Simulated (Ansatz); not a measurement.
# ZnRe: how the settings move a single-point run

Question: which choices in the input matter for ZnRe?

Program: Ansatz 0.2.0. Level of theory: reference: DFT, PBEsol, PAW with Ansatz's default frozen-core files, scalar-relativistic. These are calculated values, not measurements.

**1. The starting structure**

It takes space group P-6m2 (No. 187, hexagonal). Conventional cell: a = 2.748 Å, b = 2.748 Å, c = 4.494 Å, α = 90.00°, β = 90.00°, γ = 120.00°. Zn (site symmetry -6m2) is surrounded by 6 Zn at 2.75 Å and 6 Re at 2.75 Å. Re (site symmetry -6m2) is surrounded by 6 Re at 2.75 Å and 6 Zn at 2.75 Å.

As a file:

```cif
data_structure
_symmetry_space_group_name_H-M 'P 1'
_symmetry_Int_Tables_number 1
_cell_length_a 2.7482
_cell_length_b 2.7482
_cell_length_c 4.4941
_cell_angle_alpha 90.000
_cell_angle_beta 90.000
_cell_angle_gamma 120.000
_cell_volume 29.39
loop_
_atom_site_label
_atom_site_type_symbol
_atom_site_fract_x
_atom_site_fract_y
_atom_site_fract_z
_atom_site_occupancy
Zn1 Zn 0.00000 0.00000 0.00000 1
Re1 Re 0.33333 0.66667 0.50000 1
```

**2. Baseline**

input.yaml

```yaml
crystal:
  lattice:
    - [2.7482183437, 0.0, 0.0]
    - [-1.3741091718, 2.3800269008, 0.0]
    - [0.0, 0.0, 4.494066]
  atoms:
    - { symbol: Zn, position: [0.0, 0.0, 0.0] }
    - { symbol: Re, position: [0.3333333333, 0.6666666667, 0.5], spin: 1.5 }
magnetization:
  spin_polarized: true
kpoints:
  mp_grid: { grid: [16, 16, 9] }
scf:
  occupations: { method: fermi_dirac, width: 0.08 }
  lower_state_search: "off"
hamiltonian:
  xc: pbesol
  pseudopotentials: { kind: paw }
output:
  forces: true
  stress: true
  eigenvalues: true
  populations: true
  dos: { projected: true, de: 0.1, e_range: [-8, 5] }
  write_density: true
  write_potential: true
  elf: true
  volumetric_format: npy
```

Started as:

```sh
$ ansatz run input.yaml --threads 1 --pin off --max-ram 3072MiB --backend cpu --events-out ev --progress --plain --runs-dir out
```

From the output:

```text
[...]
Basis set: ecut = 420 eV, 573 PW (Γ), exchange–correlation on 40×40×64 points (8 copies of the dense FFT grid, shifted against one another)
[...]
Magnetic group: BNS 187.209 (UNI 1439), of the structure as read, at distance tolerance 3.1e-5 Å
k-points: 150 of 2304 (time reversal used)
[...]
SCF iter   1: F=—  HF=-14018.262253 eV  |F-HF|=—  |Δ(HF+E_count)|=         —  Δρ=6.61e-2 (↑6.61e-2 ↓6.36e-2)  dr2=3.05e0  dr2_m=6.38e-1  M=0.399 μB ∫|m|=0.441 μB  β_m=0.30  ethr=3.10e-3  ⟨swp⟩=5.0  Hψ=26659  notcnv=0
preconditioner: auto → none  [metal: Δε(μ)=0.009 eV  Ē_g=10.261 eV  σ=0.080 eV  W_gap=0.03  n_scr=8 (ndim 8)  ℏωp=29.9 eV  f_vac=0.000  D(μ)=1.24/eV (n_scr^D=8)  sad-step TF]
SCF iter   2: F=—  HF=-14017.908221 eV  |F-HF|=—  |Δ(HF+E_count)|=   3.54e-1  Δρ=4.58e-2 (↑4.58e-2 ↓3.98e-2)  dr2=1.10e0  dr2_m=3.59e-1  M=0.318 μB ∫|m|=0.355 μB  β_m=0.30  ethr=3.10e-3  ⟨swp⟩=2.0  Hψ=12250  notcnv=0  defer=113
[...]
SCF iter  15: F=-14017.651029 eV  HF=-14017.651029 eV  |F-HF|=7.64e-11  |Δ(HF+E_count)|=   2.77e-9  Δρ=8.72e-7 (↑8.72e-7 ↓7.55e-7)  dr2=7.73e-11  dr2_m=1.58e-10  M=-0.000 μB ∫|m|=0.000 μB  β_m=0.76  ethr=3.77e-11  ⟨swp⟩=4.7  Hψ=29847  notcnv=0
SCF iter  16: F=-14017.651029 eV  HF=-14017.651029 eV  |F-HF|=1.82e-12  |Δ(HF+E_count)|=  1.56e-10  Δρ=2.01e-7 (↑2.01e-7 ↓1.78e-7)  dr2=3.11e-12  dr2_m=8.84e-12  M=-0.000 μB ∫|m|=0.000 μB  ethr=1.00e-12  ⟨swp⟩=3.8  Hψ=25435  notcnv=0
[...]
SCF converged after 16 iterations
Magnetization: -0.0000 μB (13.5000 up, 13.5000 down)
[...]
Free energy (F): -14017.651029 eV
[...]
E sigma→0 (E₀):  -14017.638094 eV
[...]
Fermi energy:    17.494718 eV
[...]
  P = ⅓ Tr σ = -9.2287 GPa (-92.287 kbar)
[...]
```

Run time: 36 s. Hardware: 1 thread of Arm Neoverse V1, shared host; peak memory 0.44 GiB.

**3. Changed: starting moments**

input.yaml

```yaml
crystal:
  lattice:
    - [2.7482183437, 0.0, 0.0]
    - [-1.3741091718, 2.3800269008, 0.0]
    - [0.0, 0.0, 4.494066]
  atoms:
    - { symbol: Zn, position: [0.0, 0.0, 0.0] }
    - { symbol: Re, position: [0.3333333333, 0.6666666667, 0.5], spin: 0.01 }
magnetization:
  spin_polarized: true
kpoints:
  mp_grid: { grid: [16, 16, 9] }
scf:
  occupations: { method: fermi_dirac, width: 0.08 }
  lower_state_search: "off"
hamiltonian:
  xc: pbesol
  pseudopotentials: { kind: paw }
output:
  forces: true
  stress: true
  eigenvalues: true
```

Started as:

```sh
$ ansatz run input.yaml --threads 1 --pin off --max-ram 3072MiB --backend cpu --events-out ev --progress --plain --runs-dir out
```

The log of the run:

```text
Engine: ansatz 0.2.0
Pseudopotentials: kind: paw
Pseudopotential: Zn, paw, valence charge 12, recommended cutoff 420 eV (normal)
Pseudopotential: Re, paw, valence charge 15, recommended cutoff 420 eV (normal)
Functional definition: PBEsol
  exchange = pbesol_x
  correlation = pbesol_c
Crystal: 2 atoms, lattice volume = 29.395 Å³
Basis set: ecut = 420 eV, 573 PW (Γ), exchange–correlation on 40×40×64 points (8 copies of the dense FFT grid, shifted against one another)
Bands: 18, of which v1, the nominal top of the filled ones, is band 14 counted from 1 (13 counted from 0)
Symmetry: 12 space group operations
Space group: P-6m2 (ITA 187), of the structure as read, at distance tolerance 3.1e-5 Å
Magnetic group: BNS 187.209 (UNI 1439), of the structure as read, at distance tolerance 3.1e-5 Å
k-points: 150 of 2304 (time reversal used)
Non-local potential: Zn, projectors of the file, l = 0: 2, l = 1: 2, l = 2: 3, l = 3: 1
Non-local potential: Re, projectors of the file, l = 0: 3, l = 1: 2, l = 2: 2, l = 3: 1
PAW form: soft (Blöchl's): semilocal exchange-correlation on the pseudo side does not see the compensation charge
PAW frozen core: Zn, regenerated for the run's functional, and the local potential with it (the file was generated under x = pbe(κ = 0.804, μ = 0.2195149727645171), c = pbe(β = 0.06672455060314922))
PAW frozen core: Re, regenerated for the run's functional, and the local potential with it (the file was generated under x = pbe(κ = 0.804, μ = 0.2195149727645171), c = pbe(β = 0.06672455060314922))
PAW one-centre angular grid: Zn, 590 points (default); XC on 64 Gauss nodes
PAW one-centre angular grid: Re, 590 points (default); XC on 64 Gauss nodes
Initial density: superposition of atomic densities (chi_scale 0.1, normalization cell)
Starting moments: Σ|m| = 0.01 μB on 1 of 2 sites
Initial wavefunctions: pseudopotential atomic-orbital guess
Functional: x = pbesol(κ = 0.804, μ = 0.12345679012345678), c = pbesol(β = 0.046)
SCF iter   1: F=—  HF=-14018.480102 eV  |F-HF|=—  |Δ(HF+E_count)|=         —  Δρ=4.28e-2 (↑4.28e-2 ↓4.28e-2)  dr2=2.98e0  dr2_m=2.70e-5  M=0.003 μB ∫|m|=0.003 μB  β_m=0.30  ethr=3.10e-3  ⟨swp⟩=5.0  Hψ=24898  notcnv=0
preconditioner: auto → none  [metal: Δε(μ)=0.001 eV  Ē_g=9.066 eV  σ=0.080 eV  W_gap=0.00  n_scr=8 (ndim 8)  ℏωp=29.9 eV  f_vac=0.000  D(μ)=1.33/eV (n_scr^D=10)  sad-step TF]
SCF iter   2: F=—  HF=-14018.042062 eV  |F-HF|=—  |Δ(HF+E_count)|=   4.38e-1  Δρ=2.27e-2 (↑2.27e-2 ↓2.26e-2)  dr2=1.09e0  dr2_m=1.68e-5  M=0.002 μB ∫|m|=0.002 μB  β_m=0.30  ethr=3.10e-3  ⟨swp⟩=2.0  Hψ=11792  notcnv=0
SCF iter   3: F=—  HF=-14017.710740 eV  |F-HF|=—  |Δ(HF+E_count)|=   3.31e-1  Δρ=1.09e-2 (↑1.09e-2 ↓1.09e-2)  dr2=1.67e-1  dr2_m=8.94e-6  M=0.002 μB ∫|m|=0.002 μB  β_m=0.30  ethr=3.10e-3  ⟨swp⟩=2.1  Hψ=8858  notcnv=0
SCF iter   4: F=—  HF=-14017.645436 eV  |F-HF|=—  |Δ(HF+E_count)|=   6.53e-2  Δρ=3.74e-3 (↑3.70e-3 ↓3.74e-3)  dr2=1.15e-2  dr2_m=4.91e-6  M=0.001 μB ∫|m|=0.002 μB  β_m=0.30  ethr=6.18e-4  ⟨swp⟩=2.8  Hψ=10877  notcnv=0
SCF iter   5: F=—  HF=-14017.645182 eV  |F-HF|=—  |Δ(HF+E_count)|=   2.53e-4  Δρ=2.19e-3 (↑2.16e-3 ↓2.19e-3)  dr2=1.94e-3  dr2_m=2.85e-6  M=0.001 μB ∫|m|=0.001 μB  β_m=0.30  ethr=4.27e-5  ⟨swp⟩=2.0  Hψ=7889  notcnv=0
SCF iter   6: F=—  HF=-14017.650016 eV  |F-HF|=—  |Δ(HF+E_count)|=   4.83e-3  Δρ=1.41e-3 (↑1.41e-3 ↓1.41e-3)  dr2=1.14e-3  dr2_m=1.68e-6  M=0.001 μB ∫|m|=0.001 μB  β_m=0.30  ethr=7.18e-6  ⟨swp⟩=2.2  Hψ=8513  notcnv=0
SCF iter   7: F=—  HF=-14017.650927 eV  |F-HF|=—  |Δ(HF+E_count)|=   9.11e-4  Δρ=7.99e-4 (↑7.99e-4 ↓7.93e-4)  dr2=4.32e-4  dr2_m=1.00e-6  M=0.001 μB ∫|m|=0.001 μB  β_m=0.30  ethr=4.22e-6  ⟨swp⟩=2.0  Hψ=8302  notcnv=0
Mixer restart at iter 7: flushing history
spin-set hold released at iteration 7 (site moments contracting): the magnetisation degrees of freedom join the quasi-Newton model from the next iteration; the mixer history was flushed
SCF iter   8: F=—  HF=-14017.650969 eV  |F-HF|=—  |Δ(HF+E_count)|=   4.20e-5  Δρ=4.46e-4 (↑4.28e-4 ↓4.46e-4)  dr2=1.06e-4  dr2_m=6.07e-7  M=0.001 μB ∫|m|=0.001 μB  β_m=0.50  ethr=1.60e-6  ⟨swp⟩=1.0  Hψ=5400  notcnv=0
SCF iter   9: F=—  HF=-14017.651126 eV  |F-HF|=—  |Δ(HF+E_count)|=   1.57e-4  Δρ=5.57e-4 (↑5.57e-4 ↓5.37e-4)  dr2=5.22e-4  dr2_m=1.36e-7  M=0.000 μB ∫|m|=0.000 μB  β_m=0.40  ethr=3.93e-7  ⟨swp⟩=2.0  Hψ=8535  notcnv=0
SCF iter  10: F=—  HF=-14017.651028 eV  |F-HF|=—  |Δ(HF+E_count)|=   9.79e-5  Δρ=2.77e-5 (↑2.74e-5 ↓2.77e-5)  dr2=5.08e-7  dr2_m=3.43e-8  M=0.000 μB ∫|m|=0.000 μB  β_m=0.52  ethr=3.93e-7  ⟨swp⟩=2.0  Hψ=8251  notcnv=0
SCF iter  11: F=—  HF=-14017.651029 eV  |F-HF|=—  |Δ(HF+E_count)|=   8.62e-7  Δρ=1.16e-5 (↑1.09e-5 ↓1.16e-5)  dr2=3.95e-8  dr2_m=1.35e-8  M=0.000 μB ∫|m|=0.000 μB  β_m=0.62  ethr=3.70e-10  ⟨swp⟩=5.7  Hψ=24587  notcnv=0
iter 12 did not close the SCF: its close was put off for a magnetic moment that had not settled (scf_convergence_deferred on its scf_iter line)
SCF iter  12: F=-14017.651029 eV  HF=-14017.651029 eV  |F-HF|=8.94e-9  |Δ(HF+E_count)|=   4.17e-9  Δρ=5.67e-6 (↑5.67e-6 ↓3.82e-6)  dr2=9.53e-9  dr2_m=3.70e-9  M=0.000 μB ∫|m|=0.000 μB  β_m=0.58  ethr=1.46e-10  ⟨swp⟩=2.2  Hψ=17446  notcnv=0
iter 13 did not close the SCF: its close was put off for a magnetic moment that had not settled (scf_convergence_deferred on its scf_iter line)
SCF iter  13: F=-14017.651029 eV  HF=-14017.651029 eV  |F-HF|=6.37e-10  |Δ(HF+E_count)|=   1.59e-9  Δρ=3.15e-6 (↑2.66e-6 ↓3.15e-6)  dr2=5.90e-10  dr2_m=2.02e-9  M=0.000 μB ∫|m|=0.000 μB  β_m=0.71  ethr=3.53e-11  ⟨swp⟩=1.7  Hψ=15963  notcnv=0
iter 14 did not close the SCF: its close was put off for a magnetic moment that had not settled (scf_convergence_deferred on its scf_iter line)
SCF iter  14: F=-14017.651029 eV  HF=-14017.651029 eV  |F-HF|=1.62e-10  |Δ(HF+E_count)|=   1.83e-9  Δρ=1.07e-6 (↑1.07e-6 ↓1.01e-6)  dr2=4.43e-11  dr2_m=2.80e-10  M=0.000 μB ∫|m|=0.000 μB  β_m=0.83  ethr=2.19e-12  ⟨swp⟩=1.0  Hψ=15492  notcnv=0
SCF iter  15: F=-14017.651029 eV  HF=-14017.651029 eV  |F-HF|=1.82e-11  |Δ(HF+E_count)|=  3.29e-10  Δρ=2.27e-7 (↑1.29e-7 ↓2.27e-7)  dr2=1.77e-11  dr2_m=5.41e-12  M=0.000 μB ∫|m|=0.000 μB  ethr=1.00e-12  ⟨swp⟩=1.0  Hψ=15594  notcnv=0
WARN: the starting moments were not kept: the SCF closed with an absolute magnetisation of 3.5e-6 μB, where they sum to 0.01 μB in size (1 site). That is at most 0.1 of that sum. Measured as dr2_m measures the in/out step, that magnetisation stands 3.0e-12 eV from none, at or under the dr2_threshold of 1.0e-7 eV: it is no larger than a step whose dr2_m would equal this threshold. The system may hold no moment; this SCF shows only that its start led to no more than that. To try another start: raise the starting moments (crystal.atoms[].spin, magnetization.per_species, magnetization.initial_magnetization, or on a non-collinear deck that types none of these the spinor_matrix: blocks that start its atoms; where the total moment is fixed, keep their sum and leave initial_magnetization as it is; typed ones take the place of any that the run laid by itself, positive ones on a crystal's lanthanoids without a Hubbard term where scf.initial_density.shell_occupations: [] is typed) or, if the notice of its spin-set hold's release reads "site moments contracting" or "site moments show no strong build", lengthen the hold (scf.mixing.spin_hold: { on: { confirm: 4 } }; for m-r²SCAN on two components see the key's manual first). Each may lead to a state that holds a moment. A second SCF, from the converged charge density, with the starting moments and any scf.initial_density.shell_occupations laid on it anew, would have followed, and was not run: the deck does not ask for one (magnetization.retry_lost_moments is false, the default). To let it run, set magnetization.retry_lost_moments: true and run the deck again, where that key's refused combinations let it; where memory then withholds it, that run's warning says so.
SCF 1 converged in 15 iterations: F = -14017.651029 eV  dr2 = 1.77e-11
SCF converged after 15 iterations
Magnetization: 0.0000 μB (13.5000 up, 13.5000 down)
Absolute magnetization: 0.0000 μB (∫|ρ↑−ρ↓|, with the PAW one-centre terms)
Spin contamination: 0.0000 ħ² per cell (⟨S²⟩ above its minimum at these occupations)
Per-site moments (μB) at R_I (Å): [(-2.1648130508620631e-7, 1.1336400667784903), (2.6406955476054846e-6, 1.1336400667784903)]
Free energy (F): -14017.651029 eV
Harris-Foulkes:  -14017.651029 eV  (|F-HF|=1.82e-11)
Internal energy: -14017.625160 eV  (E = F + TS)
E sigma→0 (E₀):  -14017.638094 eV
Entropy (-TS):   -0.025869 eV (-12.934 meV/atom)
Fermi energy:    17.494717 eV
--- Per-component energies (eV) ---
  E_band       = -39.992009
  E_kinetic    = 669.856714
  E_local      = -2294.253439  (includes V_loc(G=0)·N_el)
  E_nonlocal   = 662.869250
  E_hartree    = 906.440548
  E_xc         = -536.845725
  E_vxc        = -356.466932  (∫ρ·V_xc dr)
  E_paw        = -10317.912996  (= ΣΔE_a)
  E_vpaw       = -534.878179  (= ΣTr[D̂ρ^β])
  E_aug_tail   = -0.000409  (compensation charges beyond the density's cutoff)
  E_ewald      = -3108.809718
  E_core_change = 1.030616  (= ΣΔE_core)
  E_smearing   = -0.025869  (= −TS)
  E_closure    = 0.000000  (closes the sum)
  Σ components = -14017.651029   (vs F -14017.651029, Δ=0.00e0)
--- Forces (eV/Å), atoms counted from 1 ---
  atom   1  Zn     0.00000000     0.00000000     0.00000000
  atom   2  Re    -0.00000000     0.00000000     0.00000000
  max |Σ_I F_I| component: 3.70e-17 eV/Å
--- Stress (GPa, compression-positive) ---
       -9.226544      -0.000000       0.000000
       -0.000000      -9.226544       0.000000
        0.000000       0.000000      -9.233098
  P = ⅓ Tr σ = -9.2287 GPa (-92.287 kbar)
--- Band table (eV; the first three rows and the last of 300) ---
  k-point 0 ↑: bands = ["-62.5259", "-24.5268", "-23.8549", "-23.8549", "7.2530", "9.6551", "10.2987", "10.2987", "10.6790", "10.6790", "12.5246", "15.9741", "16.2835", "16.2835", "19.2501", "19.2501", "22.2826", "31.5068"]
  k-point 1 ↑: bands = ["-62.5259", "-24.5274", "-23.8549", "-23.8549", "7.3709", "9.6616", "10.2965", "10.2965", "10.6785", "10.6785", "12.3867", "15.6707", "16.2933", "16.2933", "19.2427", "19.2427", "22.8194", "31.5015"]
  k-point 2 ↑: bands = ["-62.5258", "-24.5286", "-23.8549", "-23.8549", "7.7159", "9.6745", "10.2912", "10.2912", "10.6768", "10.6768", "11.9535", "15.0918", "16.3185", "16.3185", "19.2233", "19.2233", "24.1003", "31.4940"]
  k-point 149 ↓: bands = ["-62.4390", "-24.5571", "-24.4445", "-24.3756", "10.0414", "10.2076", "10.2428", "10.3065", "10.3659", "13.9396", "14.6460", "14.8709", "15.7148", "17.4090", "18.9883", "22.3334", "23.2928", "24.3870"]
```

It took 28 s on 1 thread of Arm Neoverse V1, shared host; peak memory 0.43 GiB.

With the changed spin start the energy stays within 0.5 meV/atom: no moment survives, so both runs end on the same non-magnetic state.

**4. Side by side**

| run | ending | energy change | pressure (GPa) | gap (eV) | force (eV/Å) | cycles | time |
| --- | --- | --- | --- | --- | --- | --- | --- |
| reference | converged | 0 | -9.2 | 0.00 | 0.00 | 16 | 36 s |
| 1: starting moments | converged | 0.0 meV/atom | -9.2 | 0.00 | 0.00 | 15 | 28 s |

Times don't compare one to one where runs were asked for different outputs or read a saved state (see the inputs); cycles may leave out searches for a lower state.

Residual by cycle in the longest SCF loop of each run; runs are numbered as in the table. The quantity is the density residual dr2, in eV.

| cycle | reference | run 1 |
| --- | --- | --- |
| 1 | 3.05 | 2.98 |
| 2 | 1.1 | 1.09 |
| 4 | 0.0139 | 0.0115 |
| 5 | 0.002 | 0.00194 |
| 6 | 0.00117 | 0.00114 |
| 8 | 1.1e-4 | 1.1e-4 |
| 9 | 0.00613 | 5.2e-4 |
| 11 | 4.0e-6 | 4.0e-8 |
| 12 | 1.5e-5 | 9.5e-9 |
| 13 | 5.2e-8 | 5.9e-10 |
| 15 | 7.7e-11 | 1.8e-11 |
| 16 | 3.1e-12 | - |

**Reading.** With the changed spin start the energy stays within 0.5 meV/atom: no moment survives, so both runs end on the same non-magnetic state.
